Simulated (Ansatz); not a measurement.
# InGa3P4: the band gap up the ladder of functionals

The task here is to estimate one member of a computed series from the others.

Program: Ansatz 0.2.0. PAW datasets, plane waves. These are computed values for a spin-unpolarised cell that may be hypothetical; none is a measurement.

**The system as given**

The cell was relaxed beforehand with r2SCAN.

It is trigonal, R3m (No. 160); a = 3.933 Å, c = 38.688 Å in the conventional setting, 21.59 Å³ an atom. Ga has 4 P at 2.35–2.39 Å; Ga has 4 P at 2.36–2.39 Å; In has 4 P at 2.48–2.55 Å; P has 4 Ga at 2.36–2.39 Å.

As a file:

```cif
data_structure
_symmetry_space_group_name_H-M 'P 1'
_symmetry_Int_Tables_number 1
_cell_length_a 13.0943
_cell_length_b 13.0943
_cell_length_c 13.0943
_cell_angle_alpha 17.274
_cell_angle_beta 17.274
_cell_angle_gamma 17.274
_cell_volume 172.73
loop_
_atom_site_label
_atom_site_type_symbol
_atom_site_fract_x
_atom_site_fract_y
_atom_site_fract_z
_atom_site_occupancy
Ga1 Ga 0.99735 0.99735 0.99735 1
Ga2 Ga 0.25007 0.25007 0.25007 1
Ga3 Ga 0.50271 0.50271 0.50271 1
In1 In 0.75052 0.75052 0.75052 1
P1 P 0.31113 0.31113 0.31113 1
P2 P 0.56377 0.56377 0.56377 1
P3 P 0.81639 0.81639 0.81639 1
P4 P 0.05805 0.05805 0.05805 1
```

Set-up of the first run:

The input, input.yaml:

```yaml
crystal:
  lattice:
    - [1.9663640741, 1.1352808275, 12.8959183632]
    - [-1.9663640741, 1.1352808275, 12.8959183632]
    - [0.0, -2.270561655, 12.8959183632]
  atoms:
    - { symbol: Ga, position: [0.9973483857, -0.0026516143, -0.0026516143] }
    - { symbol: Ga, position: [0.2500700149, 0.2500700149, 0.2500700149] }
    - { symbol: Ga, position: [0.5027143081, 0.5027143081, 0.5027143081] }
    - { symbol: In, position: [0.7505177585, 0.7505177585, 0.7505177585] }
    - { symbol: P, position: [0.3111304444, 0.3111304444, 0.3111304444] }
    - { symbol: P, position: [0.5637749373, 0.5637749373, 0.5637749373] }
    - { symbol: P, position: [0.8163944256, 0.8163944256, 0.8163944256] }
    - { symbol: P, position: [0.0580497254, 0.0580497254, 0.0580497254] }
kpoints:
  mp_grid: { grid: [8, 8, 8] }
  band_path:
    path:
      - [[0.0, 0.0, 0.0], [-0.5, -0.5, -0.5], [-0.5, -0.1718333375482, -0.8281666624518]]
      - [[-0.1718333375482, 0.1718333375482, -0.5], [4.354674436539e-16, -5.928550679595e-17, -0.5], [0.0, 0.0, 0.0], [5.508734603132e-16, 0.3359166687741, -0.3359166687741]]
      - [[-0.3359166687741, 2.278697225093e-17, -0.6640833312259], [-0.5, 2.278697225093e-17, -0.5], [0.0, 0.0, 0.0]]
    npoints: 10
hamiltonian:
  xc: pbe
scf:
  occupations: { method: fermi_dirac, width: 0.02 }
  n_extra_bands: 6
output:
  forces: true
  stress: true
  eigenvalues: true
```

The run is started by

```sh
$ ansatz run input.yaml --threads 4 --pin off --max-ram 6451MiB --backend cpu --events-out ev --progress --plain --runs-dir out
```

Among the steps run: PBE band path; r2SCAN; HSE06; PBE+SOC at the same geometry; PBE0.

One of the session's tables, all rows but one given; the rest of the session is left out.

```
  level  gap (eV)
    PBE      1.04
 r2SCAN      1.45
  HSE06      1.92
PBE+SOC      1.01
   PBE0         ?
```

Estimate the missing values for PBE0.

As computed: gap (eV): 2.58. In the column «gap (eV)» it is the highest.

Meshes: PBE 8×8×8, r2SCAN 8×8×8, HSE06 4×4×4, PBE+SOC 8×8×8, PBE0 4×4×4

Against HSE06, PBE is short by 0.88 eV, at 54 % of it, and r2SCAN 76 %. PBE0 lies 0.67 eV above HSE06, which differs from it by screening the long-range exchange.

Limits of these values: Warnings in the runs' records: stress scf threshold loose, stress exchange threshold loose.
